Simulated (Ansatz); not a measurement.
# GaPHS (doublet): wave-function methods side by side at a displaced geometry (v2), cc-pVDZ

Aim: climb from Hartree-Fock through coupled cluster for GaPHS (doublet) at one geometry and basis, and see what each rung misses.

Method: cc-pVDZ, core rule «outside noble gas», up to 24 orbitals frozen; program: Ansatz 0.2.0, Gaussian basis.

The runs, in order: UHF; CCSD(T) on ROHF; CCSD(T) on UHF; BCCD(T) on ROHF; CISD; CCSDT(Q) on ROHF; CCSDT(Q) on UHF.

30 further runs of the same task are left out: 3 for a known fault of the program, 10 that didn't finish, 17 set aside as unsound or not needed.

### 1 The system

The geometry is a PBE0/def2-TZVP stationary point (not a proven minimum) with its atoms shifted at random (size 0.100 Å). No spin-orbit coupling is included. The filled d shell of Ga may be among the frozen orbitals whatever the setting's name suggests; the logs give the count.

4 atoms, charge 0, spin multiplicity 2.

Atoms are counted from 1 here; the program's logs count them from 0.

Bond lengths: Ga1–S2 2.383 Å, Ga1–P3 2.720 Å, S2–P3 2.103 Å, P3–H4 1.398 Å. Angles: S2–Ga1–P3 48.1°, Ga1–S2–P3 74.4°, Ga1–P3–S2 57.5°, Ga1–P3–H4 157.5°, S2–P3–H4 100.8°.

As a file:

```xyz
4
charge 0, multiplicity 2
Ga    0.05999   -0.13129    1.11705
S    -0.10488    1.14466   -0.88889
P    -0.02826   -0.86616   -1.50035
H     0.05485   -0.71603   -2.88775
```

### 2 UHF

Contents of in.yaml:

```yaml
crystal:
  periodic: [false, false, false]
  atoms:
    - {symbol: Ga, position_ang: [0.059994, -0.131287, 1.117054]}
    - {symbol: S, position_ang: [-0.104880, 1.144664, -0.888885]}
    - {symbol: P, position_ang: [-0.028259, -0.866159, -1.500354]}
    - {symbol: H, position_ang: [0.054849, -0.716030, -2.887747]}
basis:
  gaussian: {orbitals: cc-pVDZ}
magnetization: {spin_polarized: true, initial_magnetization: 1}
hamiltonian: {xc: hf}
output: {orbitals: {seedname: orbitals}}
```

The run is started by

```console
$ ansatz run in.yaml --threads 1 --pin off --events-out ev --progress --plain --max-ram 2393MiB
```

Further steps of the session: CCSD(T) on ROHF; CCSD(T) on UHF; BCCD(T) on ROHF; CISD; CCSDT(Q) on ROHF; CCSDT(Q) on UHF.

**Question.** What will the summary of the whole plan be? Wanted: UCCSDT(Q) below the RHF energy; RMP2 from UCCSDT(Q); UMP2 from UCCSDT(Q); RCCSD from UCCSDT(Q); RCCSD(T) from UCCSDT(Q); UCCSD(T) from UCCSDT(Q); RCCSDT(Q) from UCCSDT(Q); T1 diagnostic.

The runs gave:

| quantity | value |
| --- | --- |
| UCCSDT(Q) below the RHF energy | -9.1779 eV |
| RMP2 from UCCSDT(Q) | +137.2 kJ/mol |
| UMP2 from UCCSDT(Q) | +139.6 kJ/mol |
| RCCSD from UCCSDT(Q) | +39.4 kJ/mol |
| RCCSD(T) from UCCSDT(Q) | +6.3 kJ/mol |
| UCCSD(T) from UCCSDT(Q) | +6.3 kJ/mol |
| RCCSDT(Q) from UCCSDT(Q) | +0.3 kJ/mol |
| levels within 1 kcal/mol (43 meV) | RCCSDT, UCCSDT, RCCSDT(Q) |
| T1 diagnostic | 0.027 |

What this shows: RCCSD(T) lands +6.3 kJ/mol from the yardstick (0.7 % of the correlation energy). These misses are within one basis, not against nature; the frozen cores of restricted and unrestricted runs differ, which can shift their rows.
